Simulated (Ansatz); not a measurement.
# C₂H₇BFGa: a ladder of functionals and wavefunction methods

The task here is to estimate one member of a computed series from the others.

Program: Ansatz 0.2.0, Gaussian basis. Level of theory: functionals in def2-TZVPP, the program's frozen cores in correlated methods. These are calculated values, not measurements.

Plan: PBE-D4, r2SCAN-D4, PBE0-D4, B3LYP-D4, ωB97X-V, ωB97M-V, B2PLYP; CCSD(T)/def2-TZVPP; MP2/def2-QZVPP; extrapolation to the limit.

## Structure used throughout

An earlier PBE0-D4 in a triple-zeta def2 set relaxation fixed the geometry.

12 atoms, charge 0, spin multiplicity 1.

Atoms are counted from 1 here; the program's logs count them from 0.

Bond lengths: C1–B2 1.552 Å, C1–H6 1.093 Å, C1–H7 1.106 Å, C1–H8 1.091 Å, B2–Ga3 2.092 Å, B2–H9 1.202 Å, Ga3–C4 1.961 Å, Ga3–F5 1.783 Å, C4–H10 1.093 Å, C4–H11 1.091 Å, C4–H12 1.093 Å. Angles: B2–C1–H6 114.0°, B2–C1–H7 102.9°, B2–C1–H8 117.1°, H6–C1–H7 105.1°, H6–C1–H8 110.0°, H7–C1–H8 106.4°, C1–B2–Ga3 124.6°, C1–B2–H9 117.5°, Ga3–B2–H9 117.8°, B2–Ga3–C4 138.5°, B2–Ga3–F5 111.6°, C4–Ga3–F5 110.0°, Ga3–C4–H10 109.3°, Ga3–C4–H11 113.1°, Ga3–C4–H12 109.3°, H10–C4–H11 108.9°, H10–C4–H12 107.3°, H11–C4–H12 108.8°.

The first run:

in.yaml

```yaml
crystal:
  periodic: [false, false, false]
  atoms:
    - {symbol: C, position_ang: [-2.216929, 0.726156, -0.047432]}
    - {symbol: B, position_ang: [-1.032599, 0.186217, -0.892386]}
    - {symbol: Ga, position_ang: [0.961296, 0.155683, -0.260812]}
    - {symbol: C, position_ang: [2.176210, -1.041107, 0.707275]}
    - {symbol: F, position_ang: [1.824426, 1.639816, -0.741782]}
    - {symbol: H, position_ang: [-3.037187, 1.136238, -0.642285]}
    - {symbol: H, position_ang: [-2.627376, -0.190462, 0.415383]}
    - {symbol: H, position_ang: [-1.974993, 1.403801, 0.772025]}
    - {symbol: H, position_ang: [-1.289221, -0.297391, -1.962321]}
    - {symbol: H, position_ang: [3.051054, -1.247291, 0.085673]}
    - {symbol: H, position_ang: [1.711375, -1.986699, 0.988742]}
    - {symbol: H, position_ang: [2.530947, -0.540261, 1.611822]}
basis:
  gaussian: {orbitals: def2-TZVPP}
hamiltonian: {xc: pbe, dispersion: d4}
output: {forces: true, orbitals: {seedname: orbitals}}
```

Command:

```
$ ansatz run in.yaml --threads 4 --pin off --events-out ev --progress --plain --max-ram 10444MiB
```

Steps of the session up to this table: PBE-D4 (GGA); r2SCAN-D4 (meta-GGA); PBE0-D4 (hybrid); B3LYP-D4 (hybrid); ωB97X-V (range-separated); ωB97M-V (range-separated); B2PLYP (double hybrid); CCSD(T) in def2-TZVPP; MP2 in def2-QZVPP.

One table of the session follows, with a row left open; its other results are not shown here.

It belongs to the step «Atomisation energies». 

```
            method  atomisation energy (kJ/mol)
            PBE-D4                       4356.6
         r2SCAN-D4                       4324.1
           PBE0-D4                       4305.3
          B3LYP-D4                       4290.4
           ωB97X-V                       4308.2
           ωB97M-V                       4300.2
            B2PLYP                       4259.9
     HF/def2-TZVPP                       3274.5
    MP2/def2-TZVPP                       4274.8
   CCSD/def2-TZVPP                       4164.0
CCSD(T)/def2-TZVPP                       4213.9
           MP2/CBS                            ?
       CCSD(T)/CBS                       4297.8
```

**Question.** Estimate the row for MP2/CBS.

The run gave: atomisation energy (kJ/mol): 4358.7. In the column «atomisation energy (kJ/mol)» it is the highest.
